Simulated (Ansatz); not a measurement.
# MgNi3Se4: the cost of one run

Program: Ansatz 0.2.0. Level of theory: DFT PBE, scalar-relativistic, plane waves, PAW, unless a step names another level. These are calculated values, not measurements.

2 further runs of the same task are left out: 1 that didn't finish, 1 set aside as unsound or not needed.

## (1) The structure to begin with

Symmetry: P4/mmm, No. 123, tetragonal system. Conventional cell: a = 3.620 Å, b = 3.620 Å, c = 10.250 Å, α = 90.00°, β = 90.00°, γ = 90.00°. Around Mg (site symmetry 4/mmm) lie 6 Se at 2.56 to 2.78 Å. Ni (site symmetry 4mm) has 6 Se at 2.55 to 2.58 Å as nearest neighbours. Around Ni (site symmetry 4/mmm) lie 6 Se at 2.35 to 2.56 Å. Se (site symmetry 4/mmm) has 6 Ni at 2.55 to 2.56 Å as nearest neighbours. Se (site symmetry 4mm) has 5 Ni at 2.35 to 2.57 Å and 1 Mg at 2.78 Å as nearest neighbours. Se (site symmetry 4/mmm) has 4 Mg at 2.56 Å and 2 Ni at 2.58 Å as nearest neighbours.

Coordinates:

```cif
data_structure
_symmetry_space_group_name_H-M 'P 1'
_symmetry_Int_Tables_number 1
_cell_length_a 3.6205
_cell_length_b 3.6205
_cell_length_c 10.2504
_cell_angle_alpha 90.000
_cell_angle_beta 90.000
_cell_angle_gamma 90.000
_cell_volume 134.36
loop_
_atom_site_label
_atom_site_type_symbol
_atom_site_fract_x
_atom_site_fract_y
_atom_site_fract_z
_atom_site_occupancy
Mg1 Mg 0.50000 0.50000 0.00000 1
Ni1 Ni 0.00000 0.00000 0.74829 1
Ni2 Ni 0.00000 0.00000 0.25171 1
Ni3 Ni 0.50000 0.50000 0.50000 1
Se1 Se 0.00000 0.00000 0.50000 1
Se2 Se 0.50000 0.50000 0.27082 1
Se3 Se 0.00000 0.00000 0.00000 1
Se4 Se 0.50000 0.50000 0.72918 1
```

The cell was relaxed beforehand at this level, from a generated guess; it is a trial structure. At a tolerance of 0.05 Å it has space group P4/mmm (No. 123); it has 16.80 Å³/atom, an uncorrected energy of -0.35 eV/atom over the elements.

## (2) Static run: bands, density of states and charges

input.yaml reads:

```yaml
crystal:
  lattice:
    - [3.620499102, 0.0, 0.0]
    - [0.0, 3.620499102, 0.0]
    - [0.0, 0.0, 10.2503908172]
  atoms:
    - { symbol: Mg, position: [0.5, 0.5, 0.0] }
    - { symbol: Ni, position: [0.0, 0.0, 0.7482866857] }
    - { symbol: Ni, position: [0.0, 0.0, 0.2517133143] }
    - { symbol: Ni, position: [0.5, 0.5, 0.5] }
    - { symbol: Se, position: [0.0, 0.0, 0.5] }
    - { symbol: Se, position: [0.5, 0.5, 0.2708222995] }
    - { symbol: Se, position: [0.0, 0.0, 0.0] }
    - { symbol: Se, position: [0.5, 0.5, 0.7291777005] }
basis:
  ecutwfc: 420
kpoints:
  mp_grid: { grid: [10, 10, 4] }
  band_path:
    path:
      - [[0.0, 0.0, 0.0], [0.0, 0.5, 0.0], [0.5, 0.5, 0.0], [0.0, 0.0, 0.0], [0.0, 0.0, 0.5], [0.0, 0.5, 0.5], [0.5, 0.5, 0.5], [0.0, 0.0, 0.5]]
      - [[0.0, 0.5, 0.0], [0.0, 0.5, 0.5]]
      - [[0.5, 0.5, 0.0], [0.5, 0.5, 0.5]]
    npoints: 14
hamiltonian:
  xc: pbe
scf:
  occupations: { method: gaussian, width: 0.1 }
  n_extra_bands: 20
output:
  forces: true
  stress: true
  eigenvalues: true
  populations: true
  dos: { projected: true, de: 0.02, nscf_kmesh: { grid: [12, 12, 5] } }
  bader: true
```

Launch:

```bash
> ansatz run input.yaml --threads 1 --pin off --max-ram 2560MiB --backend cpu --events-out ev --progress --plain --runs-dir out
```

Q: Estimate wall time and peak memory on 1 thread of AMD EPYC (Zen 3), shared host.

About 4.2 min, with a peak of 1.1 GiB.
